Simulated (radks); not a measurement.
**Spin polarisation of the 5p shell in Sn⁺**

Aim: the energy gained and the exchange splitting as electrons of the 5p shell of Sn⁺ are turned from spin down to spin up.

Method: scalar-relativistic Kohn-Sham, BLYP, spin-polarised, spherical densities, finite nucleus. Code: radks (a radial shooting solver on a logarithmic mesh, Libxc functionals) version 1.

### Step 1. The system

- element: tin (Z = 50)
- charge: +1
- electrons: 49
- configuration: [Kr] 4d10 5s2 5p(up 0.5, down 0.5)
- nuclear rms radius: 4.6519 fm

A shell typed twice in an input gives spin up, then spin down.

### Step 2. No moment

Settings of this run:

```text
Z 50
configuration [Kr] 4d10 5s2 5p0.5 5p0.5
relativity scalar-relativistic
functional b88,lyp
spin polarised
nucleus finite rms 4.6519 fm
c 137.035999084
```

### Step 3. moment 0.25 in 5p

Settings of this run:

```text
Z 50
configuration [Kr] 4d10 5s2 5p0.625 5p0.375
relativity scalar-relativistic
functional b88,lyp
spin polarised
nucleus finite rms 4.6519 fm
c 137.035999084
```

### Step 4. moment 0.5 in 5p

Settings of this run:

```text
Z 50
configuration [Kr] 4d10 5s2 5p0.75 5p0.25
relativity scalar-relativistic
functional b88,lyp
spin polarised
nucleus finite rms 4.6519 fm
c 137.035999084
```

### Step 5. moment 0.75 in 5p

Settings of this run:

```text
Z 50
configuration [Kr] 4d10 5s2 5p0.875 5p0.125
relativity scalar-relativistic
functional b88,lyp
spin polarised
nucleus finite rms 4.6519 fm
c 137.035999084
```

### Step 6. moment 1 in 5p

Settings of this run:

```text
Z 50
configuration [Kr] 4d10 5s2 5p1 5p0
relativity scalar-relativistic
functional b88,lyp
spin polarised
nucleus finite rms 4.6519 fm
c 137.035999084
```

Q: Predict the outcome of this session. Wanted: for each run, moment; E − E(0); ε(5p up); ε(5p down); splitting.

As calculated:

```csv
moment (μB),E − E(0) (eV),ε(5p up) (eV),ε(5p down) (eV),splitting (eV)
0,0.000,-10.224,-10.224,0.000
0.25,-0.010,-10.299,-10.145,0.154
0.5,-0.038,-10.368,-10.061,0.307
0.75,-0.086,-10.431,-9.975,0.456
1,-0.152,-10.488,-9.887,0.602
```

**Reading.** At a moment of 1 μB the energy has fallen by 0.15 eV and the 5p levels split by 0.60 eV, 0.602 eV per μB. The Stoner form E = −I m²/4 would give I = 0.609 eV. The energy falls at every step.
